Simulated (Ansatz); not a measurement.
# C₂H₈BGeN: a ladder of functionals and wavefunction methods

One table from this session's results is given with a row withheld; the runs are named, their logs left out.

Program: Ansatz 0.2.0, Gaussian basis. Level of theory: functionals in def2-TZVPP, the program's frozen cores in correlated methods. These are calculated values, not measurements.

Plan: PBE-D4, r2SCAN-D4, PBE0-D4, B3LYP-D4, ωB97X-V, ωB97M-V, B2PLYP; CCSD(T)/def2-TZVPP; MP2/def2-QZVPP; extrapolation to the limit.

### The relaxed structure

The geometry comes from an earlier relaxation with PBE0-D4 in a triple-zeta def2 set; it is a stationary point, not always the lowest conformer.

13 atoms, charge 0, spin multiplicity 1.

Atoms are counted from 1 here; the program's logs count them from 0.

Bond lengths: B1–C2 1.528 Å, B1–H6 1.198 Å, B1–H7 1.196 Å, C2–Ge3 2.033 Å, C2–C4 1.484 Å, C2–H8 1.092 Å, Ge3–H9 1.540 Å, Ge3–H10 1.531 Å, Ge3–H11 1.531 Å, C4–N5 1.265 Å, C4–H12 1.095 Å, N5–H13 1.022 Å. Angles: C2–B1–H6 119.7°, C2–B1–H7 120.5°, H6–B1–H7 119.7°, B1–C2–Ge3 90.4°, B1–C2–C4 119.4°, B1–C2–H8 117.1°, Ge3–C2–C4 108.1°, Ge3–C2–H8 104.5°, C4–C2–H8 112.9°, C2–Ge3–H9 110.6°, C2–Ge3–H10 107.7°, C2–Ge3–H11 106.9°, H9–Ge3–H10 109.5°, H9–Ge3–H11 109.5°, H10–Ge3–H11 112.5°, C2–C4–N5 127.7°, C2–C4–H12 115.1°, N5–C4–H12 117.1° and more.

The first run:

Contents of in.yaml:

```yaml
crystal:
  periodic: [false, false, false]
  atoms:
    - {symbol: B, position_ang: [-0.953956, 0.031693, 1.296887]}
    - {symbol: C, position_ang: [-0.538930, 0.047089, -0.173353]}
    - {symbol: Ge, position_ang: [1.019119, -1.192835, 0.238404]}
    - {symbol: C, position_ang: [0.007589, 1.293711, -0.763917]}
    - {symbol: N, position_ang: [-0.190582, 1.750653, -1.926623]}
    - {symbol: H, position_ang: [-0.469565, 0.819622, 2.058722]}
    - {symbol: H, position_ang: [-1.703094, -0.805485, 1.706831]}
    - {symbol: H, position_ang: [-1.160882, -0.516748, -0.872170]}
    - {symbol: H, position_ang: [0.968032, -1.659456, 1.705347]}
    - {symbol: H, position_ang: [2.312975, -0.412246, -0.005011]}
    - {symbol: H, position_ang: [0.882458, -2.403218, -0.689282]}
    - {symbol: H, position_ang: [0.634764, 1.890528, -0.092805]}
    - {symbol: H, position_ang: [-0.787427, 1.121792, -2.468227]}
basis:
  gaussian: {orbitals: def2-TZVPP}
hamiltonian: {xc: pbe, dispersion: d4}
output: {forces: true, orbitals: {seedname: orbitals}}
```

Command:

```
> ansatz run in.yaml --threads 2 --pin off --events-out ev --progress --plain --max-ram 32768MiB --backend cuda --devices 0, --max-vram 18GiB
```

Steps of the session up to this table: PBE-D4 (GGA); r2SCAN-D4 (meta-GGA); PBE0-D4 (hybrid); B3LYP-D4 (hybrid); ωB97X-V (range-separated); ωB97M-V (range-separated); B2PLYP (double hybrid); CCSD(T) in def2-TZVPP; MP2 in def2-QZVPP.

One table of the session follows, with a row left open; its other results are not shown here.

It belongs to the step «Atomisation energies». 

```
            method  atomisation energy (kJ/mol)
            PBE-D4                       4672.8
         r2SCAN-D4                       4599.8
           PBE0-D4                       4601.1
          B3LYP-D4                       4596.8
           ωB97X-V                       4603.0
           ωB97M-V                       4592.9
            B2PLYP                       4542.0
     HF/def2-TZVPP                            ?
    MP2/def2-TZVPP                       4519.8
   CCSD/def2-TZVPP                       4410.3
CCSD(T)/def2-TZVPP                       4479.0
           MP2/CBS                       4621.0
       CCSD(T)/CBS                       4580.2
```

Q: Estimate the row for HF/def2-TZVPP from the others.

**Answer.** atomisation energy (kJ/mol): 3333.1. In the column «atomisation energy (kJ/mol)» it is the lowest.
